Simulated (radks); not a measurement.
# Ionisation energy and size from Ni⁺ to Pt⁺

One table from this session's results is given with a row withheld; the runs are named, their logs left out.

Method: scalar-relativistic Kohn-Sham, PBE, spin-polarised, spherical densities, finite nucleus; open shells are filled with parallel spins first. Code: radks (a radial shooting solver on a logarithmic mesh, Libxc functionals) version 1.

## The system

| Property | Result |
| --- | --- |
| species | Ni⁺, Pd⁺, Pt⁺ |
| runs | 6, each species and its next ion |

Set-up of the first run:

The run's settings:

```text
Z 28
configuration [Ar] 3d9
relativity scalar-relativistic
functional pbe,pbe
spin polarised
nucleus finite rms 3.7757 fm
c 137.035999084
```

On the command line:

```sh
$ python run_ks.py task.json out
```

This one command runs every case of the session in turn.

Steps of the session up to this table: Ni⁺, [Ar] 3d9.

One of the session's tables, all rows but one given; the rest of the session is left out.

It belongs to the step «Ni⁺, [Ar] 3d9». From the orbitals of this run (lengths in bohr):

```
  level     <r>  outermost maximum (interpolated)  90 % within  nodes
  2p up  0.2153                             0.165        0.352      0
2p down  0.2152                             0.165        0.352      0
  3s up  0.7435                             0.640         1.12      2
3s down  0.7442                             0.641         1.12      2
  3p up  0.7848                             0.649         1.21      1
3p down       ?                                 ?            ?      ?
  3d up   1.063                             0.638         1.91      0
3d down   1.085                             0.640         1.96      0
```

Q: Estimate the row for 3p down from the others.

**Answer.** <r>: 0.7860; outermost maximum (interpolated): 0.649; 90 % within: 1.22; nodes: 1. In the column «<r>» it lies between 3p up (0.7848) and 3d up (1.063).

To keep in mind: Open shells are spherical and high-spin; term and fine-structure splittings are not resolved.
